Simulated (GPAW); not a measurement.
SnIr3, 8 atoms in the cell. It takes space group P6_3/mmc (No. 194, hexagonal). Conventional cell: a = 5.686 Å, b = 5.686 Å, c = 4.538 Å, α = 90.00°, β = 90.00°, γ = 120.00°. Ir (site symmetry mm2) has 8 Ir at 2.78 to 2.91 Å and 4 Sn at 2.82 to 2.84 Å as nearest neighbours. Sn (site symmetry -6m2) is surrounded by 12 Ir at 2.82 to 2.84 Å. The cell comes from a database or a generator and needn't be the stable form of this composition.

```yaml
Program: GPAW 26.7.0
Task: band structure
Functional: PBEsol
Potentials_or_basis: PAW data sets generated in the run's folder for this functional
Cutoff: 600 eV
Basis: pw
k_mesh: 4 × 4 × 4
Occupations: fermi-dirac, width 0.05 eV
Spin: no spin polarisation
Maxiter: 150
Band_path: GMKGALHA,LM,KH
Band_points: 60
```

Potentials or basis: PAW data sets generated in the run's folder for this functional, pw.

Run with:

```bash
$ gpaw-setup -f PBEsol Ir Sn
$ OMP_NUM_THREADS=1 python run.py
```

Hardware: 1 thread of Arm Neoverse V2 (shared host).

Q: Estimate the wall time of this run.

A: Wall time 12 min on 1 thread of Arm Neoverse V2, with other jobs on the host, peak memory 1 GiB. Counts: scf iterations 18, plane waves 4303, bands 95, k points 13.
